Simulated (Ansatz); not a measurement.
# HfIn4SiO6 (P312) in Ansatz: band structure with BLYP

Aim: the band structure of HfIn4SiO6 with BLYP.

Program: Ansatz 0.2.0. These are calculated values, not measurements. Logs are shortened: lines on timing, memory, paths and dates and some standing lists are left out, and cuts for length are marked.

### 1 The structure

The structure is trigonal, space group P312 (No. 149). Conventional cell: a = 5.277 Å, b = 5.277 Å, c = 10.559 Å, α = 90.00°, β = 90.00°, γ = 120.00°. Around Hf (site symmetry 32) lie 6 O at 2.10 Å. In (site symmetry 3) has 3 O at 2.62 Å as nearest neighbours. In (site symmetry 3) has 3 O at 2.32 Å as nearest neighbours. Around Si (site symmetry 32) lie 6 O at 1.83 Å. Around O (site symmetry 1) lie 1 Si at 1.83 Å and 1 Hf at 2.10 Å.

The cell was built by a generator and needn't be a form met in nature.

### 2 Band structure, BLYP

input.yaml reads:

```yaml
crystal:
  lattice:
    - [5.27743, 0.0, 0.0]
    - [-2.63872, 4.57039, 0.0]
    - [0.0, 0.0, 10.55905]
  atoms:
    - { symbol: Hf, position: [0.66667, 0.33333, 0.0] }
    - { symbol: In, position: [0.0, 0.0, 0.30446] }
    - { symbol: In, position: [0.0, 0.0, 0.69554] }
    - { symbol: In, position: [0.33333, 0.66667, 0.78919] }
    - { symbol: In, position: [0.33333, 0.66667, 0.21081] }
    - { symbol: Si, position: [0.0, 0.0, 0.0] }
    - { symbol: O, position: [0.973, 0.70496, 0.89972] }
    - { symbol: O, position: [0.29504, 0.027, 0.10028] }
    - { symbol: O, position: [0.29504, 0.26804, 0.89972] }
    - { symbol: O, position: [0.73196, 0.70496, 0.10028] }
    - { symbol: O, position: [0.73196, 0.027, 0.89972] }
    - { symbol: O, position: [0.973, 0.26804, 0.10028] }
hamiltonian:
  xc: blyp
  pseudopotentials: { kind: paw }
kpoints:
  mp_grid: { grid: [6, 6, 3] }
  band_path:
    path:
      - [[0.0, 0.0, 0.0], [0.5, 0.0, 0.0], [0.3333333333, 0.3333333333, 0.0], [0.0, 0.0, 0.0], [0.0, 0.0, 0.5], [0.5, 0.0, 0.5], [0.3333333333, 0.3333333333, 0.5], [0.0, 0.0, 0.5]]
      - [[0.5, 0.0, 0.5], [0.5, 0.0, 0.0]]
      - [[0.3333333333, 0.3333333333, 0.0], [0.3333333333, 0.3333333333, 0.5]]
    npoints: 10
scf:
  occupations: { method: fermi_dirac, width: 0.05 }
  n_extra_bands: 30
output:
  forces: true
  stress: true
  eigenvalues: true
  fatbands: false
  write_density: true
  write_potential: true
  elf: true
  volumetric_format: npy
```

Potentials or basis: Ansatz PAW.

Command:

```bash
> ansatz run input.yaml --threads 8 --pin off --max-ram 20480MiB --backend cpu --events-out ev --progress --plain --runs-dir out
```

Standard output:

```text
Warning: the atoms were moved onto the symmetric positions of the space group found under crystal.symmetry.tolerance 1.0e-5 (fractional; no operation is sought that the atoms, as they stand in a round, miss by more than twice it, and no atom is moved by as much as it), and the run uses the moved positions. Before a round's move an operation carried an atom to 5.72e-5 Å from where it should land, the largest such distance. Atom 0 (counting from 0) moved farthest, by 3.05e-5 Å; the longest move in fractions of the cell, of whichever atom, is 0.47 of the tolerance, in 1 round. To run the atoms as typed, lower crystal.symmetry.tolerance until the operations that they miss are no longer found, or set crystal.symmetry.detect: false (a key that needs symmetry detection or time reversal refuses this as the deck is read). The positions used, in the order of the run's atom list: position: [0.6666666666666666, 0.3333333333333333, 0.0]; position: [4.664483385587344e-17, -2.288894781717933e-18, 0.30446]; position: [4.664483385587344e-17, -2.288894781717933e-18, 0.69554]; position: [0.3333333333333334, 0.6666666666666666, 0.78919]; position: [0.3333333333333334, 0.6666666666666666, 0.21081]; position: [4.664483385587344e-17, -2.288894781717933e-18, 0.0]; position: [0.973, 0.70496, 0.89972]; position: [0.29504, 0.027000000000000014, 0.10028]; position: [0.29504, 0.26803999999999994, 0.89972]; position: [0.73196, 0.70496, 0.10028]; position: [0.73196, 0.027000000000000014, 0.89972]; position: [0.973, 0.26803999999999994, 0.10028]; The lattice was moved too: crystal.lattice keeps the space group found at crystal.symmetry.tolerance 1.0e-5 only nearly: the operation that it misses by the most changes a squared length by the fraction 2.19e-6. The run uses the lattice that is a stretch of the typed one, with no rotation, onto the one that keeps every operation to a double's rounding (on a very oblique basis the stretch itself rounds by more); the deck's lattice vector that moved farthest moved by 3.02e-6 Å. To run the lattice as typed, set crystal.symmetry.tolerance under 5.05e-7, the least fraction by which an operation that the lattice misses changes a squared length (the same key also sets how far an atom may lie from its image, so lowering it can lose operations that the atoms keep only within it), or set crystal.symmetry.detect: false, as for the atoms. crystal.lattice made exact, in Å and degrees: [[5.277430896802439, 2.886751346061088e-6, 0.0], [-2.63871794840122, 4.5703877799721315, 0.0], [0.0, 0.0, 10.55905]]. Pasted over the deck's crystal.lattice, beside positions in fractional coordinates, it runs the same cell (given as lengths and angles, that cell in the form's own orientation, a rigid turn of the misfit's size from the one run here, for which a checkpoint.post_process_only pass over this run's state can be refused: where this run relaxes nothing, give such a pass this deck's own crystal.lattice, as typed; behind a relaxation, as crystal.lattice, the state's own cell, identity.cell in its checkpoint.json), and a matrix so pasted ends this notice, except on a very skew basis of the lattice, where the rounding of the pasted numbers themselves can read as a misfit: the cell is then moved again, and that move is told again. The lattice as run is in this notice's lattice.as_run_ang field (Run.prep()["deck_notices"] in Python, the deck_notice line of an events file, deck_notices of ansatz run --dry-run=json, or deck_notices in record.json in the deck's checkpoint.write directory).
Warning: RAYON_NUM_THREADS=8 ignored (pool sized by the plan → 8); use --threads N
scf.n_extra_bands = 30 over 59 filled bands (N_el = 118.0): the run solves 89 bands
Engine: ansatz 0.2.0, aarch64-unknown-linux-gnu
Pseudopotentials: kind: paw
Pseudopotential: Hf, paw, valence charge 26, recommended cutoff 420 eV (normal), Hf.paw.azcp
Pseudopotential: In, paw, valence charge 13, recommended cutoff 420 eV (normal), In.paw.azcp
Pseudopotential: Si, paw, valence charge 4, recommended cutoff 420 eV (normal), Si.paw.azcp
Pseudopotential: O, paw, valence charge 6, recommended cutoff 420 eV (normal), O.paw.azcp
Functional definition: BLYP
  parameter beta = 0.0042
  parameter a = 0.04918
  parameter b = 0.132
  parameter c = 0.2533
  parameter d = 0.349
  exchange = b88_x(beta = beta)
  correlation = lyp_c(a = a, b = b, c = c, d = d)
Crystal: 12 atoms, lattice volume = 254.683 Å³
Basis set: ecut = 420 eV, 5021 PW (Γ), exchange–correlation on 72×72×144 points (8 copies of the dense FFT grid, shifted against one another)
Bands: 89, of which v1, the nominal top of the filled ones, is band 59 counted from 1 (58 counted from 0)
Symmetry: 6 space group operations
Space group: P312 (ITA 149), of the structure as read, at distance tolerance 6.3e-5 Å
k-points: 17 of 108 (time reversal used)
Non-local potential: Hf, projectors of the file, l = 0: 3, l = 1: 2, l = 2: 2, l = 3: 3
Non-local potential: In, projectors of the file, l = 0: 2, l = 1: 2, l = 2: 2, l = 3: 2
Non-local potential: Si, projectors of the file, l = 0: 2, l = 1: 2, l = 2: 2
Non-local potential: O, projectors of the file, l = 0: 2, l = 1: 2, l = 2: 1
PAW form: soft (Blöchl's): semilocal exchange-correlation on the pseudo side does not see the compensation charge
PAW frozen core: Hf, regenerated for the run's functional, and the local potential with it (the file was generated under x = pbe(κ = 0.804, μ = 0.2195149727645171), c = pbe(β = 0.06672455060314922))
[... 24 lines left out ...]
SCF converged after 9 iterations
Free energy (F): -42264.014046 eV
Harris-Foulkes:  -42264.014046 eV  (|F-HF|=4.43e-8)
Internal energy: -42264.012784 eV  (E = F + TS)
E sigma→0 (E₀):  -42264.013415 eV
Entropy (-TS):   -0.001261 eV (-0.105 meV/atom)
Fermi energy:    7.381747 eV
--- Per-component energies (eV) ---
  E_band       = -641.275378
  E_kinetic    = 2488.550021
  E_local      = -25676.178049  (includes V_loc(G=0)·N_el)
  E_nonlocal   = 530.257470
  E_hartree    = 11624.734382
  E_xc         = -1648.201624
  E_vxc        = -1260.179882  (∫ρ·V_xc dr)
  E_paw        = -25115.383853  (= ΣΔE_a)
  E_vpaw       = 26.784385  (= ΣTr[D̂ρ^β])
  E_aug_tail   = 0.015203  (compensation charges beyond the density's cutoff)
  E_ewald      = -4467.162415
  E_core_change = -0.643920  (= ΣΔE_core)
  E_smearing   = -0.001261  (= −TS)
  E_closure    = 0.000000  (closes the sum)
  Σ components = -42264.014046   (vs F -42264.014046, Δ=0.00e0)
--- Forces (eV/Å), atoms counted from 1 ---
  atom   1  Hf    -0.00000000    -0.00000000     0.00000000
  atom   2  In    -0.00000000     0.00000000     0.24111433
  atom   3  In     0.00000000     0.00000000    -0.24111433
  atom   4  In    -0.00000000     0.00000000    -0.22602951
  atom   5  In     0.00000000     0.00000000     0.22602951
  atom   6  Si    -0.00000000    -0.00000000    -0.00000000
  atom   7  O      0.00949264     0.03468687    -0.04280361
  atom   8  O     -0.02529337    -0.02556433     0.04280361
  atom   9  O     -0.03478604    -0.00912257    -0.04280361
  atom  10  O     -0.00949268     0.03468686     0.04280361
  atom  11  O      0.02529339    -0.02556431    -0.04280361
  atom  12  O      0.03478605    -0.00912253     0.04280361
  max |Σ_I F_I| component: 1.32e-16 eV/Å
--- Stress (GPa, compression-positive) ---
        2.828193       0.000000       0.000000
        0.000000       2.828193       0.000000
        0.000000       0.000000       2.294018
  P = ⅓ Tr σ = 2.6501 GPa (26.501 kbar)
--- Band table (eV; the first three rows and the last of 17) ---
  k-point 0: bands = ["-55.3288", "-24.1374", "-24.1301", "-24.1301", "-13.4110", "-11.7401", "-11.7401", "-11.7092", "-11.0894", "-11.0894", "-7.4877", "-7.4877", "-7.4856", "-7.4856", "-7.3950", "-7.3949", "-7.3949", "-7.3828", "-7.3828", "-7.3688", "-7.1223", "-7.1223", "-7.1192", "-7.1192", "-7.1075", "-7.0819", "-7.0679", "-7.0679", "-7.0291", "-7.0291", "-5.1329", "-5.1240", "-5.1240", "-5.0907", "-5.0883", "-5.0859", "-5.0859", "-1.9143", "0.0009", "0.4084", "0.4084", "0.4809", "0.9843", "1.8088", "1.8088", "2.3998", "2.5518", "2.5518", "2.8805", "3.3427", "3.3427", "3.7523", "3.9885", "3.9885", "4.5334", "4.5334", "4.9392", "6.4294", "7.3037", "9.1453", "9.2400", "9.2400", "9.4418", "9.4418", "9.6819", "10.9042", "10.9042", "11.4346", "11.5073", "11.8197", "11.8197", "12.1446", "12.1446", "12.8977", "13.2754", "13.8917", "14.6726", "14.8704", "14.8704", "15.0642", "15.9010", "15.9010", "16.5257", "16.5257", "17.1855", "17.5578", "17.7622", "17.7622", "18.0358"]
  k-point 1: bands = ["-55.3288", "-24.1374", "-24.1301", "-24.1301", "-13.4110", "-11.7401", "-11.7401", "-11.7093", "-11.0894", "-11.0894", "-7.4874", "-7.4869", "-7.4863", "-7.4858", "-7.3935", "-7.3912", "-7.3905", "-7.3873", "-7.3842", "-7.3725", "-7.1226", "-7.1220", "-7.1195", "-7.1189", "-7.1073", "-7.0822", "-7.0679", "-7.0679", "-7.0291", "-7.0291", "-5.1329", "-5.1240", "-5.1240", "-5.0907", "-5.0883", "-5.0859", "-5.0859", "-1.9107", "0.0331", "0.4085", "0.4085", "0.4362", "0.9252", "1.8085", "1.8093", "2.4013", "2.5517", "2.5524", "3.1753", "3.3418", "3.3435", "3.7128", "3.9887", "3.9893", "4.5333", "4.5340", "4.5487", "6.7532", "7.1493", "9.1406", "9.1835", "9.5035", "9.5130", "9.5564", "9.7357", "10.5639", "10.8760", "10.8873", "11.6805", "11.6986", "11.8591", "12.1363", "12.3029", "13.0202", "13.3159", "14.1826", "14.8686", "14.9224", "14.9361", "15.2937", "15.6630", "15.7131", "16.4900", "16.5811", "16.6159", "17.0113", "17.6820", "17.9582", "18.1191"]
  k-point 2: bands = ["-55.3288", "-24.1371", "-24.1324", "-24.1306", "-13.3312", "-11.8186", "-11.7820", "-11.6218", "-11.1458", "-11.0911", "-7.4917", "-7.4901", "-7.4869", "-7.4840", "-7.3996", "-7.3925", "-7.3924", "-7.3823", "-7.3800", "-7.3703", "-7.1318", "-7.1293", "-7.1224", "-7.1183", "-7.0949", "-7.0804", "-7.0719", "-7.0603", "-7.0399", "-7.0306", "-5.1323", "-5.1252", "-5.1242", "-5.0929", "-5.0924", "-5.0861", "-5.0832", "-1.7993", "0.0451", "0.2024", "0.5790", "0.7162", "0.8385", "1.4040", "1.8743", "2.4374", "2.7007", "2.8251", "3.0857", "3.1791", "3.3021", "3.7421", "3.8213", "4.0976", "4.3402", "4.4272", "5.0047", "6.2976", "6.7618", "8.5668", "8.9992", "9.1255", "9.5943", "9.6549", "10.2443", "10.8651", "10.8767", "11.4007", "11.5690", "11.8458", "12.1047", "12.4034", "12.4999", "12.9921", "13.8279", "14.4063", "14.6822", "14.6987", "14.8264", "15.0914", "15.5443", "15.8142", "16.7541", "16.8374", "17.2864", "17.3260", "17.8154", "17.8723", "18.1372"]
  k-point 16: bands = ["-55.3288", "-24.1385", "-24.1360", "-24.1341", "-12.9563", "-12.0552", "-11.8501", "-11.5654", "-11.3441", "-11.0582", "-7.5235", "-7.5161", "-7.4628", "-7.4616", "-7.4128", "-7.3891", "-7.3870", "-7.3816", "-7.3801", "-7.3704", "-7.1696", "-7.1463", "-7.1133", "-7.1053", "-7.1007", "-7.0709", "-7.0681", "-7.0659", "-7.0584", "-7.0256", "-5.1305", "-5.1302", "-5.1256", "-5.1080", "-5.1032", "-5.0825", "-5.0695", "-1.1662", "-0.3290", "0.0408", "0.7841", "0.8671", "1.1075", "1.4479", "1.8041", "1.9750", "2.5044", "2.5885", "3.3963", "3.6411", "3.6636", "3.7157", "3.8007", "4.1319", "4.4319", "4.4838", "4.8592", "4.8934", "5.5974", "7.5211", "8.1062", "9.6107", "10.0082", "10.1279", "10.3736", "10.5714", "11.3461", "11.6362", "12.3723", "12.4134", "12.4572", "13.1276", "13.3641", "13.8388", "14.0991", "14.1399", "14.3564", "14.8146", "14.8756", "14.8994", "16.0842", "16.4037", "16.8437", "17.2551", "17.5865", "17.8331", "17.9180", "18.6355", "18.7745"]
```

Wall time 23 s (8 threads of Arm Neoverse V2, shared host); peak memory 2.1 GiB.

Results:

* Free energy: -42264.0140 eV
* Pressure: 2.7 GPa
* Largest force: 0.241 eV/Å
* Band gap on the k mesh: 0.22 eV, indirect (least direct gap 1.80 eV)
* Band gap along the path: 0.24 eV, indirect (least direct gap 1.66 eV)

Forces on the atoms (eV/Å):
```
Hf   0.000  0.000  0.000
In   0.000  0.000  0.241
In   0.000  0.000 -0.241
In   0.000  0.000 -0.226
In   0.000  0.000  0.226
Si   0.000  0.000  0.000
O    0.009  0.035 -0.043
O   -0.025 -0.026  0.043
O   -0.035 -0.009 -0.043
O   -0.009  0.035  0.043
O    0.025 -0.026 -0.043
O    0.035 -0.009  0.043
```

Stress tensor (GPa, compression positive):
```
2.83 0.00 0.00
0.00 2.83 0.00
0.00 0.00 2.29
```

Levels at the corners of the path, in eV from the valence-band top:
| point | band 57 | band 58 | band 59 | band 60 | band 61 | band 62 |
| --- | --- | --- | --- | --- | --- | --- |
| Γ | -2.36 | -0.87 | 0.00 | 1.84 | 1.94 | 1.94 |
| M | -2.43 | -1.97 | -1.69 | 1.21 | 1.23 | 1.63 |
| K | -2.45 | -2.22 | -1.68 | 0.24 | 0.77 | 2.37 |
| Γ | -2.36 | -0.87 | 0.00 | 1.84 | 1.94 | 1.94 |
| A | -2.77 | -0.35 | -0.31 | 1.84 | 1.84 | 2.26 |
| L | -2.80 | -1.96 | -1.79 | 1.05 | 1.52 | 1.64 |
| H | -2.67 | -2.51 | -1.63 | 0.30 | 0.71 | 2.43 |
| A | -2.77 | -0.35 | -0.31 | 1.84 | 1.84 | 2.26 |
| L | -2.80 | -1.96 | -1.79 | 1.05 | 1.52 | 1.64 |
| M | -2.43 | -1.97 | -1.69 | 1.21 | 1.23 | 1.63 |
| K | -2.45 | -2.22 | -1.68 | 0.24 | 0.77 | 2.37 |
| H | -2.67 | -2.51 | -1.63 | 0.30 | 0.71 | 2.43 |

Caveat: the pressure holds a Pulay correction of +0.4 GPa for the finite cutoff; spin-orbit coupling is left out, which moves the levels of the heavy elements; the PAW data sets come from PBE, with cores solved anew for the run's functional, which leaves a small shift of forces and pressure. BLYP gaps usually lie below the measured ones, often by a third to a half.
